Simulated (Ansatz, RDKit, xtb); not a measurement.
# C4H7GeN: ranking a sample of isomers

Which of a sample of isomers of C4H7GeN is the most stable in the gas at 298.15 K, and what are its properties? The sample is small against all isomers, and the most stable one of this formula need not be in it.

Plan: many cheap relaxations first (GFN2-xTB), then density-functional screening, relaxation at r2SCAN-D4/def2-SVP, vibrations (at GFN2-xTB) and a final energy. The numbers are computed, not measured.

## (1) Candidates

Isomers were taken from a list of plausible structures; this is a sample, not all of them. That gives 3 candidates.

```csv
label,SMILES,spin
c025,[GeH3][c]1cc[nH]c1,singlet
c108,[GeH3][n]1cccc1,singlet
c200,[GeH3][c]1ccc[nH]1,singlet
```

Candidates are built by distance geometry, with a force field where one applies, in up to four conformers (letters a to d).

Q: Predict the outcome of this search (final energies at CCSD(T)/def2-SVP + MP2/def2-TZVPP - MP2/def2-SVP).

| quantity | value |
| --- | --- |
| lowest structure found | [GeH3][n]1cccc1, singlet |
| next finalist | [GeH3][c]1cc[nH]c1, singlet, 4.1 kcal/mol higher in G |
| share at equilibrium, among the finalists | 99.9 % |

The search ends on `[GeH3][n]1cccc1`. Among the finalists first place is clear (4.1 kcal/mol); structures outside the list aren't covered. GFN2-xTB, HF/STO-3G, r2SCAN-D4/def2-SVP, r2SCAN-D4/def2-SVP, relaxed, HF/def2-SVP and MP2/def2-SVP already put its bonding pattern lowest among the structures in one piece. The search is not exhaustive (a finite list of starts, one conformer a finalist), so a lower isomer can't be ruled out. Only 3 drawn patterns were tried, so whole families of isomers are missing, and the result ranks this sample alone.
